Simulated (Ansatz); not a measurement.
# Sn16CSe16: the cost of one run

Program: Ansatz 0.2.0. Level of theory: DFT PBE, scalar-relativistic, plane waves, PAW. These are calculated values, not measurements.

4 further runs of the same task are left out: 1 that didn't finish, 3 set aside as unsound or not needed.

### Step 1. The system as given

The structure is orthorhombic, space group Pnma (No. 62). The conventional cell has a = 11.785 Å, b = 4.205 Å, c = 4.567 Å, α = 90.00°, β = 90.00°, γ = 90.00°. Sn (site symmetry m) has 3 Se at 2.79 to 2.82 Å in its first shell of neighbours. Around Se (site symmetry m) lie 3 Sn at 2.79 to 2.82 Å.

Structure file:

```cif
data_structure
_symmetry_space_group_name_H-M 'Pnma'
_symmetry_Int_Tables_number 62
_cell_length_a 11.7848
_cell_length_b 4.2054
_cell_length_c 4.5673
_cell_angle_alpha 90.000
_cell_angle_beta 90.000
_cell_angle_gamma 90.000
_cell_volume 226.35
loop_
_atom_site_label
_atom_site_type_symbol
_atom_site_symmetry_multiplicity
_atom_site_Wyckoff_symbol
_atom_site_fract_x
_atom_site_fract_y
_atom_site_fract_z
_atom_site_occupancy
Sn1 Sn 4 c 0.62118 0.75000 0.38360 1
Se1 Se 4 c 0.14515 0.25000 0.52391 1
```

It goes back to an entry of the Materials Project.

It is the result of an earlier relaxation at this level (volume 28.29 Å³/atom; gap on the mesh: 0.67 eV).

The perfect supercell (rows 0 0 -2; 0 -2 1; -1 0 0 in vectors of this cell) was computed beforehand with the same settings: E(σ→0) = -183906.6146 eV for 32 atoms, gap 1.05 eV on its own mesh.

### Step 2. The defect cell

The extra atom is put at (0.912, 0.875, 0.750) of the supercell, the middle of a void of radius 2.44 Å. The other atoms start on their ideal sites. Its neighbours are 2 Se at 2.44 Å, 1 Se at 2.49 Å, 1 Sn at 2.50 Å, 2 Sn at 2.61 Å, 1 Se at 2.70 Å.

### Step 3. Relaxation at the host's cell

Input file input.yaml:

```yaml
crystal:
  lattice:
    - [0.0, 0.0, -9.1345600652]
    - [0.0, -8.4107882612, 4.5672800326]
    - [-11.7847581656, 0.0, 0.0]
  atoms:
    - { symbol: Sn, position: [0.3706985274, 0.125, 0.3788158234] }
    - { symbol: Sn, position: [0.8706985274, 0.125, 0.3788158234] }
    - { symbol: Sn, position: [0.1206985274, 0.625, 0.3788158234] }
    - { symbol: Sn, position: [0.6206985274, 0.625, 0.3788158234] }
    - { symbol: Sn, position: [0.2456985274, 0.375, 0.1211841766] }
    - { symbol: Sn, position: [0.7456985274, 0.375, 0.1211841766] }
    - { symbol: Sn, position: [0.9956985274, 0.875, 0.1211841766] }
    - { symbol: Sn, position: [0.4956985274, 0.875, 0.1211841766] }
    - { symbol: Sn, position: [0.3793014726, 0.375, 0.6211841766] }
    - { symbol: Sn, position: [0.8793014726, 0.375, 0.6211841766] }
    - { symbol: Sn, position: [0.1293014726, 0.875, 0.6211841766] }
    - { symbol: Sn, position: [0.6293014726, 0.875, 0.6211841766] }
    - { symbol: Sn, position: [0.5043014726, 0.125, 0.8788158234] }
    - { symbol: Sn, position: [0.0043014726, 0.125, 0.8788158234] }
    - { symbol: Sn, position: [0.2543014726, 0.625, 0.8788158234] }
    - { symbol: Sn, position: [0.7543014726, 0.625, 0.8788158234] }
    - { symbol: Se, position: [0.4255433789, 0.375, 0.8548490131] }
    - { symbol: Se, position: [0.9255433789, 0.375, 0.8548490131] }
    - { symbol: Se, position: [0.1755433789, 0.875, 0.8548490131] }
    - { symbol: Se, position: [0.6755433789, 0.875, 0.8548490131] }
    - { symbol: Se, position: [0.1994566211, 0.375, 0.3548490131] }
    - { symbol: Se, position: [0.6994566211, 0.375, 0.3548490131] }
    - { symbol: Se, position: [0.9494566211, 0.875, 0.3548490131] }
    - { symbol: Se, position: [0.4494566211, 0.875, 0.3548490131] }
    - { symbol: Se, position: [0.5505433789, 0.125, 0.6451509869] }
    - { symbol: Se, position: [0.0505433789, 0.125, 0.6451509869] }
    - { symbol: Se, position: [0.3005433789, 0.625, 0.6451509869] }
    - { symbol: Se, position: [0.8005433789, 0.625, 0.6451509869] }
    - { symbol: Se, position: [0.3244566211, 0.125, 0.1451509869] }
    - { symbol: Se, position: [0.8244566211, 0.125, 0.1451509869] }
    - { symbol: Se, position: [0.0744566211, 0.625, 0.1451509869] }
    - { symbol: Se, position: [0.5744566211, 0.625, 0.1451509869] }
    - { symbol: C, position: [0.9125, 0.875, 0.75] }
  host:
    lattice:
      - [11.7847581656, 0.0, 0.0]
      - [0.0, 4.2053941306, 0.0]
      - [0.0, 0.0, 4.5672800326]
    atoms:
      - { symbol: Sn, position: [0.6211841766, 0.75, 0.3836029453] }
      - { symbol: Sn, position: [0.8788158234, 0.25, 0.8836029453] }
      - { symbol: Sn, position: [0.3788158234, 0.25, 0.6163970547] }
      - { symbol: Sn, position: [0.1211841766, 0.75, 0.1163970547] }
      - { symbol: Se, position: [0.1451509869, 0.25, 0.5239132422] }
      - { symbol: Se, position: [0.6451509869, 0.25, 0.9760867578] }
      - { symbol: Se, position: [0.3548490131, 0.75, 0.0239132422] }
      - { symbol: Se, position: [0.8548490131, 0.75, 0.4760867578] }
basis:
  ecutwfc: 420
  xc_grid: 2
kpoints:
  mp_grid: { grid: [2, 2, 2], shift: [0.0, 0.0, 0.0] }
hamiltonian:
  xc: pbe
scf:
  occupations: { method: gaussian, width: 0.01 }
output:
  forces: true
  stress: false
  eigenvalues: true
  charged_corrections: { defect_position: [0.9125, 0.875, 0.75] }
  write_density: true
  write_potential: true
  elf: true
  volumetric_format: npy
relax:
  adjacent_minimum: "off"
  f_tol: 0.025
  max_steps: 45
```

On the command line:

```bash
$ ansatz run input.yaml --threads 4 --pin off --max-ram 10240MiB --backend cpu --events-out ev --progress --plain --runs-dir out
```

**Question.** How long does this run take on 4 threads of Arm Neoverse V2, shared host, and how much memory does it need?

About 12 min, with a peak of 5.2 GiB.
